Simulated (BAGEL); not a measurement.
# CH5B2O (SMILES [BH]OBC) at ROHF/6-31G(d) (density fitting with qzvpp-jkfit, spherical functions)

Aim: the vertical doublet–quartet gap of CH5B2O at ROHF/6-31G* (density fitting with qzvpp-jkfit, spherical functions), from 2 runs. 

The calculation is run with BAGEL 1.2.2.

2 further runs of the same task are left out: 2 set aside as unsound or not needed.

## (1) The system as given

CH5B2O: 9 atoms, total charge 0, spin state doublet. As SMILES, `[BH]OBC`. The coordinates come from a GFN2-xTB relaxation. This is one conformer, not always the lowest.

Bond lengths: B1–O2 1.258 Å, O2–B3 1.324 Å, B3–C4 1.598 Å, B1–H5 1.166 Å, B3–H6 1.180 Å, C4–H7 1.089 Å, C4–H8 1.088 Å, C4–H9 1.088 Å. Some angles: B1–O2–B3 175.3°, O2–B3–C4 119.8°, O2–B1–H5 130.6°, O2–B3–H6 118.2°, C4–B3–H6 122.0°, B3–C4–H7 111.2°, B3–C4–H8 112.4°, B3–C4–H9 111.4°, H7–C4–H8 107.6°, H7–C4–H9 106.2°.

## (2) A single-point energy at ROHF/6-31G(d) (density fitting with qzvpp-jkfit, spherical functions)

Input file input.json:

```json
{ "bagel" : [

{
  "title" : "molecule",
  "basis" : "6-31gs.json",
  "df_basis" : "qzvpp-jkfit",
  "angstrom" : true,
  "geometry" : [
    { "atom" : "B", "xyz" : [    0.361570,    1.310740,   -1.896460 ] },
    { "atom" : "O", "xyz" : [    0.385700,    0.838350,   -0.730760 ] },
    { "atom" : "B", "xyz" : [    0.471340,    0.259520,    0.457080 ] },
    { "atom" : "C", "xyz" : [   -0.368490,   -1.066960,    0.756510 ] },
    { "atom" : "H", "xyz" : [   -0.322560,    2.128050,   -2.369380 ] },
    { "atom" : "H", "xyz" : [    1.192130,    0.737860,    1.259620 ] },
    { "atom" : "H", "xyz" : [    0.288820,   -1.914520,    0.946810 ] },
    { "atom" : "H", "xyz" : [   -1.022780,   -1.338110,   -0.069440 ] },
    { "atom" : "H", "xyz" : [   -0.985730,   -0.954940,    1.646020 ] }
  ]
},
{
  "title" : "rohf",
  "nopen" : 1
},
{
  "title" : "print",
  "file" : "orbitals.molden",
  "orbitals" : true
}

]}
```

The basis set 6-31G* is read from a file made from the Basis Set Exchange's data (not shown).

On the command line:

```console
$ BAGEL_NUM_THREADS=1 BAGEL input.json > input.out
```

Standard output:

```text
* using 1 threads per process

  ===============================================================
  ===============================================================

  *** Geometry ***

  { "atom" : "B", "xyz" : [      0.683268,      2.476940,     -3.583790 ] },
  { "atom" : "O", "xyz" : [      0.728867,      1.584252,     -1.380936 ] },
  { "atom" : "B", "xyz" : [      0.890704,      0.490422,      0.863756 ] },
  { "atom" : "C", "xyz" : [     -0.696345,     -2.016262,      1.429597 ] },
  { "atom" : "H", "xyz" : [     -0.609550,      4.021432,     -4.477479 ] },
  { "atom" : "H", "xyz" : [      2.252799,      1.394353,      2.380337 ] },
  { "atom" : "H", "xyz" : [      0.545791,     -3.617918,      1.789212 ] },
  { "atom" : "H", "xyz" : [     -1.932774,     -2.528661,     -0.131223 ] },
  { "atom" : "H", "xyz" : [     -1.862760,     -1.804575,      3.110527 ] },

  Number of auxiliary basis functions:      392

  Since a DF basis is specified, we compute 2- and 3-index integrals:
    o Being stored without compression. Storage requirement is 0.014 GB

  Number of basis functions:       66
  Number of electrons      :       29

    * METHOD: MOLECULE                             0.12

  *** Open-shell HF ***

  === Nuclear Repulsion ===
    94.5903238622

      * DIIS with orbital gradients will be used.

  === ROHF iteration (6-31gs.json) ===
      0       -164.82927064          0.04697911           0.04
      1       -164.96281534          0.03026761           0.04
      2       -165.00023489          0.01884045           0.04
      3       -165.02320513          0.00183980           0.04
      4       -165.02395538          0.00073991           0.05
      5       -165.02414717          0.00023708           0.04
      6       -165.02418263          0.00003845           0.04
      7       -165.02420321          0.00001141           0.04
      8       -165.02420583          0.00000441           0.04
      9       -165.02420623          0.00000242           0.04
     10       -165.02420627          0.00000169           0.04
     11       -165.02420631          0.00000122           0.04
     12       -165.02420630          0.00000049           0.04
     13       -165.02420632          0.00000014           0.04
     14       -165.02420632          0.00000005           0.04
     15       -165.02420632          0.00000002           0.04
     16       -165.02420632          0.00000001           0.04
    * SCF iteration converged.

    * S^2 (ROHF) is 0.7500

    * Permanent dipole moment:
           (    0.137365,     0.144156,    -0.321163) a.u.

    * METHOD: ROHF                                 0.83

    * METHOD: PRINT                                0.01

  ===============================================================
```

It took 1.1 s on 1 thread of Arm Neoverse V2, shared host.

## (3) The quartet

Input file input.json:

```json
{ "bagel": [

{
  "title": "molecule",
  "basis": "6-31gs.json",
  "df_basis": "qzvpp-jkfit",
  "angstrom": true,
  "geometry": [
    { "atom": "B", "xyz": [       0.361570,       1.310740,      -1.896460 ] },
    { "atom": "O", "xyz": [       0.385700,       0.838350,      -0.730760 ] },
    { "atom": "B", "xyz": [       0.471340,       0.259520,       0.457080 ] },
    { "atom": "C", "xyz": [      -0.368490,      -1.066960,       0.756510 ] },
    { "atom": "H", "xyz": [      -0.322560,       2.128050,      -2.369380 ] },
    { "atom": "H", "xyz": [       1.192130,       0.737860,       1.259620 ] },
    { "atom": "H", "xyz": [       0.288820,      -1.914520,       0.946810 ] },
    { "atom": "H", "xyz": [      -1.022780,      -1.338110,      -0.069440 ] },
    { "atom": "H", "xyz": [      -0.985730,      -0.954940,       1.646020 ] }
  ]
},

{ "title": "rohf", "nopen": 3 },

{ "title": "print", "file": "orbitals.molden", "orbitals": true }

]}
```

The basis set 6-31G* is read from a file made from the Basis Set Exchange's data (not shown).

On the command line:

```console
$ BAGEL_NUM_THREADS=1 BAGEL input.json > input.out
```

Standard output:

```text
* using 1 threads per process

  ===============================================================
  ===============================================================

  *** Geometry ***

  { "atom" : "B", "xyz" : [      0.683268,      2.476940,     -3.583790 ] },
  { "atom" : "O", "xyz" : [      0.728867,      1.584252,     -1.380936 ] },
  { "atom" : "B", "xyz" : [      0.890704,      0.490422,      0.863756 ] },
  { "atom" : "C", "xyz" : [     -0.696345,     -2.016262,      1.429597 ] },
  { "atom" : "H", "xyz" : [     -0.609550,      4.021432,     -4.477479 ] },
  { "atom" : "H", "xyz" : [      2.252799,      1.394353,      2.380337 ] },
  { "atom" : "H", "xyz" : [      0.545791,     -3.617918,      1.789212 ] },
  { "atom" : "H", "xyz" : [     -1.932774,     -2.528661,     -0.131223 ] },
  { "atom" : "H", "xyz" : [     -1.862760,     -1.804575,      3.110527 ] },

  Number of auxiliary basis functions:      392

  Since a DF basis is specified, we compute 2- and 3-index integrals:
    o Being stored without compression. Storage requirement is 0.014 GB

  Number of basis functions:       66
  Number of electrons      :       29

    * METHOD: MOLECULE                             0.12

  *** Open-shell HF ***

  === Nuclear Repulsion ===
    94.5903238622

      * DIIS with orbital gradients will be used.

  === ROHF iteration (6-31gs.json) ===
      0       -164.58137385          0.04595429           0.04
      1       -164.70228046          0.03168047           0.04
      2       -164.74029864          0.02080074           0.04
      3       -164.76997792          0.00196174           0.04
      4       -164.77084339          0.00098749           0.04
      5       -164.77120943          0.00063466           0.04
      6       -164.77146417          0.00051136           0.04
      7       -164.77169104          0.00042043           0.04
      8       -164.77190830          0.00017175           0.04
      9       -164.77207766          0.00009137           0.04
     10       -164.77209525          0.00004804           0.04
     11       -164.77211440          0.00002790           0.04
     12       -164.77210970          0.00001144           0.04
     13       -164.77211554          0.00000420           0.04
     14       -164.77211617          0.00000174           0.04
     15       -164.77211651          0.00000107           0.04
     16       -164.77211638          0.00000078           0.04
     17       -164.77211631          0.00000057           0.04
     18       -164.77211631          0.00000029           0.04
     19       -164.77211630          0.00000012           0.04
     20       -164.77211633          0.00000007           0.04
     21       -164.77211634          0.00000005           0.04
     22       -164.77211635          0.00000003           0.04
     23       -164.77211635          0.00000002           0.04
     24       -164.77211635          0.00000002           0.04
     25       -164.77211635          0.00000001           0.04
     26       -164.77211635          0.00000001           0.04
    * SCF iteration converged.

    * S^2 (ROHF) is 3.7500

    * Permanent dipole moment:
           (    0.548601,     0.959414,    -0.717789) a.u.

    * METHOD: ROHF                                 1.23

    * METHOD: PRINT                                0.01

  ===============================================================
```

It took 1.5 s on 1 thread of Arm Neoverse V2, shared host.

## (4) Summary of results

Level: ROHF/6-31G* (density fitting with qzvpp-jkfit, spherical functions).

| quantity | value |
| --- | --- |
| doublet: total energy | -165.02421 Eh |
| doublet: dipole moment | 0.96 D |
| doublet: ⟨S²⟩ | 0.750 |
| quartet: total energy | -164.77212 Eh |
| quartet: dipole moment | 3.35 D |
| quartet: ⟨S²⟩ | 3.750 |
| vertical energy of the quartet above the doublet | 6.860 eV |

At this shape the quartet lies 6.86 eV (158 kcal/mol) above the doublet.
